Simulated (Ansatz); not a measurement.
# BeGa3: the cost of one run

Computed with Ansatz 0.2.0 (DFT PBE, scalar-relativistic, plane waves, PAW, unless a step's input says otherwise).

## 1. Starting point

The structure is cubic, space group Pm-3m (No. 221). Conventional cell: a = 3.892 Å, b = 3.892 Å, c = 3.892 Å, α = 90.00°, β = 90.00°, γ = 90.00°. Be (site symmetry m-3m) has 12 Ga at 2.75 Å as nearest neighbours. Ga (site symmetry 4/mmm) has 4 Be at 2.75 Å and 8 Ga at 2.75 Å as nearest neighbours.

Coordinates:

```xyz
4
Lattice="3.8917 0.0000 0.0000 0.0000 3.8917 0.0000 0.0000 0.0000 3.8917" Properties=species:S:1:pos:R:3 pbc="T T T"
Be    0.0000    0.0000    0.0000
Ga    0.0000    1.9458    1.9458
Ga    1.9458    0.0000    1.9458
Ga    1.9458    1.9458    0.0000
```

This is candidate A: Cu3Au (L1_2) type (Pm-3m, No. 221).

(A quick probe on a coarse mesh, which set the mesh and smearing, is not shown.)

## 3. A loose first relaxation (candidate A)

Contents of input.yaml:

```yaml
crystal:
  lattice:
    - [3.8916876496, 0.0, 0.0]
    - [0.0, 3.8916876496, 0.0]
    - [0.0, 0.0, 3.8916876496]
  atoms:
    - { symbol: Be, position: [0.0, 0.0, 0.0] }
    - { symbol: Ga, position: [0.0, 0.5, 0.5] }
    - { symbol: Ga, position: [0.5, 0.0, 0.5] }
    - { symbol: Ga, position: [0.5, 0.5, 0.0] }
basis:
  ecutwfc: 420
kpoints:
  mp_grid: { grid: [4, 4, 4] }
hamiltonian:
  xc: pbe
scf:
  occupations: { method: gaussian, width: 0.1 }
  lower_state_search: "off"
output:
  forces: true
  stress: true
  eigenvalues: true
relax:
  adjacent_minimum: "off"
  f_tol: 0.04
  max_steps: 70
  cell: { stress_tol: 0.4 }
```

On the command line:

```
$ ansatz run input.yaml --threads 1 --pin off --max-ram 2560MiB --backend cpu --events-out ev --progress --plain --runs-dir out
```

**Question.** How long does this run take on 1 thread of AMD EPYC 7B13 (Zen 3), shared host, and how much memory does it need?

About 3.8 s, with a peak of 0.38 GiB.
